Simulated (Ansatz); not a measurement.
# BFH₅NOSSi: a ladder of functionals and wavefunction methods

One table from this session's results is given with a row withheld; the runs are named, their logs left out.

Program: Ansatz 0.2.0, Gaussian basis. Level of theory: functionals in def2-TZVPP, the program's frozen cores in correlated methods. These are calculated values, not measurements.

Plan: LDA (SPW92), PBE-D4, revPBE-D4, BLYP-D4, r2SCAN-D4, B97M-V, PBE0-D4, B3LYP-D4, r2SCANh-D4, r2SCAN0-D4, HSE06-D4, BHLYP-D4, CAM-B3LYP-D4, LC-ωPBE, ωB97X-V, ωB97M-V, B2PLYP, PBE-QIDH; CCSD(T)/def2-SVP; CCSD(T)/def2-TZVPP; MP2/def2-QZVPP; extrapolation to the limit; RPA on PBE.

## Structure used throughout

The geometry comes from an earlier relaxation with PBE0-D4 in a triple-zeta def2 set; it is a stationary point, not always the lowest conformer.

SMILES `BS[Si](N)(O)F`, 11 atoms, charge 0, spin multiplicity 1.

Atoms are counted from 1 here; the program's logs count them from 0.

Bond lengths: B1–S2 1.772 Å, B1–H7 1.192 Å, B1–H8 1.197 Å, S2–Si3 2.157 Å, Si3–N4 1.680 Å, Si3–O5 1.622 Å, Si3–F6 1.590 Å, N4–H9 1.005 Å, N4–H10 1.005 Å, O5–H11 0.959 Å. Angles: S2–B1–H7 117.3°, S2–B1–H8 122.0°, H7–B1–H8 120.7°, B1–S2–Si3 101.2°, S2–Si3–N4 113.6°, S2–Si3–O5 110.5°, S2–Si3–F6 105.1°, N4–Si3–O5 107.9°, N4–Si3–F6 107.3°, O5–Si3–F6 112.5°, Si3–N4–H9 122.6°, Si3–N4–H10 122.4°, H9–N4–H10 113.4°, Si3–O5–H11 117.2°.

Set-up of the first run:

in.yaml reads:

```yaml
crystal:
  periodic: [false, false, false]
  atoms:
    - {symbol: B, position_ang: [-0.181089, -2.306458, 0.427425]}
    - {symbol: S, position_ang: [0.727976, -0.937524, 1.090622]}
    - {symbol: Si, position_ang: [-0.145951, 0.710062, 0.007654]}
    - {symbol: N, position_ang: [0.692171, 2.154715, 0.189546]}
    - {symbol: O, position_ang: [-0.218299, 0.372124, -1.577454]}
    - {symbol: F, position_ang: [-1.584664, 0.912899, 0.652559]}
    - {symbol: H, position_ang: [0.065834, -3.388564, 0.861233]}
    - {symbol: H, position_ang: [-1.001454, -2.165003, -0.432314]}
    - {symbol: H, position_ang: [0.572662, 2.753663, 0.987256]}
    - {symbol: H, position_ang: [1.501427, 2.380411, -0.361483]}
    - {symbol: H, position_ang: [-0.363312, -0.543226, -1.824446]}
basis:
  gaussian: {orbitals: def2-TZVPP}
hamiltonian: {xc: lda}
output: {orbitals: {seedname: orbitals}}
```

Among the steps run: LDA; PBE-D4 (GGA); revPBE-D4 (GGA); BLYP-D4 (GGA); r2SCAN-D4 (meta-GGA); B97M-V (meta-GGA); PBE0-D4 (hybrid); B3LYP-D4 (hybrid); r2SCANh-D4 (hybrid); r2SCAN0-D4 (hybrid); HSE06-D4 (hybrid); BHLYP-D4 (hybrid); CAM-B3LYP-D4 (range-separated); LC-ωPBE (range-separated); ωB97X-V (range-separated); ωB97M-V (range-separated); B2PLYP (double hybrid); PBE-QIDH (double hybrid).

One table of the session follows, with a row left open; its other results are not shown here.

It belongs to the step «Frontier levels by functional». 

```
  functional  HOMO (eV)  LUMO (eV)  gap (eV)
 LDA (SPW92)      -6.81      -2.78      4.04
      PBE-D4      -6.64      -2.51      4.13
   revPBE-D4      -6.57      -2.40      4.17
     BLYP-D4      -6.50      -2.33      4.17
   r2SCAN-D4      -6.94      -2.22      4.72
      B97M-V      -7.02      -2.26      4.76
     PBE0-D4      -8.05      -1.59      6.46
    B3LYP-D4      -7.80      -1.78      6.03
  r2SCANh-D4      -7.47      -1.90      5.57
  r2SCAN0-D4      -8.26      -1.42      6.84
    HSE06-D4      -7.65      -1.97      5.67
    BHLYP-D4          ?          ?         ?
CAM-B3LYP-D4      -9.45      -0.50      8.95
     LC-ωPBE     -10.83       0.63     11.46
     ωB97X-V     -10.46       0.56     11.02
     ωB97M-V     -10.33       0.35     10.68
```

Q: Estimate the row for BHLYP-D4 from the others.

Worked estimate for «HOMO (eV)». Against the share of exact exchange, BLYP-D4 (0, -6.50), B3LYP-D4 (0.2, -7.80) give a slope of -6.50 per unit share; at 0.5 the line stands at -9.75.

**Answer.** HOMO (eV): -9.29; LUMO (eV): -0.58; gap (eV): 8.71. In «HOMO (eV)» the line misses by -0.46.
